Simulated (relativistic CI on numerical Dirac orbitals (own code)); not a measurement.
# Ir LXXVII (Ir⁷⁶⁺): levels and lines

The task is the spectrum of Ir⁷⁶⁺: levels, purity of their labels, lifetimes and lines; further runs change one setting each.

Method: Dirac-Coulomb-Breit CI, KLI orbitals optimised for each configuration, model QED (radiative potential, 1s self-energy scaled to tabulated hydrogen-like ionisation energies). Code: relativistic CI on numerical Dirac orbitals (own code) version 2.

### Step 1. What is computed

- ion: Ir⁷⁶⁺ (Ir LXXVII)
- nuclear charge: 77
- electrons: 1
- isotope: A = 193
- first configuration typed: 1s

Outer shells as boxes (Hund's rule):

first configuration typed
```
1s [↑ ]
```

### Step 2. Base run

Settings of the run:

```ini
atom Ir  Z=77  charge=76  electrons=1
nucleus A=193  rms_radius_fm=5.4032
hamiltonian dirac-coulomb  breit=on  qed=on  c_scale=1
orbitals kli  potential=per-configuration
slater_scale 1
correlation none
mixing on
configurations
  1s
  2s
  2p
  3s
  3p
  3d
  4s
  4p
  4d
  4f
  5s
  5p
  5d
  5f
  5g
  6s
  6p
  6d
end
```

### Step 3. Without QED terms

The settings differ from step 2 so:

```diff
@@ -2,3 +2,3 @@
 nucleus A=193  rms_radius_fm=5.4032
-hamiltonian dirac-coulomb  breit=on  qed=on  c_scale=1
+hamiltonian dirac-coulomb  breit=on  qed=off  c_scale=1
 orbitals kli  potential=per-configuration
```

### Step 4. Non-relativistic limit (c × 1000)

The settings differ from step 3 so:

```diff
@@ -2,3 +2,3 @@
 nucleus A=193  rms_radius_fm=5.4032
-hamiltonian dirac-coulomb  breit=on  qed=off  c_scale=1
+hamiltonian dirac-coulomb  breit=off  qed=off  c_scale=1000
 orbitals kli  potential=per-configuration
```

(Steps that only read results are left out.)

Q: Predict the outcome of this session. Wanted: lowest level; first excitation; lowest level of the other parity; fastest E1 line; ionisation energy.

**Answer**, as computed:

| run | time | mean size of shift, levels followed (cm⁻¹) | lowest level | ionisation energy (eV) |
| --- | --- | --- | --- | --- |
| main run | 1.6 s | 0 | 1s 2S1/2 | 88114 |
| without QED terms | 0.31 s | 1117478 | 1s 2S1/2 | 88256 |
| non-relativistic limit (c × 1000) | 0.28 s | 54438016 | 1s 2S1/2 | - |

```
                                     quantity                       value
                                 lowest level                    1s 2S1/2
                             first excitation       2p 2P°1/2, 65.545 keV
             lowest level of the other parity       2p 2P°1/2, 65.545 keV
                          levels in the model                          30
fastest E1 line (by rate) to the lowest level  0.01836 nm, from 2p 2P°3/2
                            ionisation energy                    88114 eV
```

The lowest level is 1s 2S1/2, 100 % pure in LS and 100 % in jj coupling; over the low levels the means are 100 and 100 %, so both schemes do about equally well. Of the changes tried, the run «non-relativistic limit (c × 1000)» moves the low levels most, by 54438016 cm⁻¹ on average. Lifetimes count radiative decay inside the model alone.
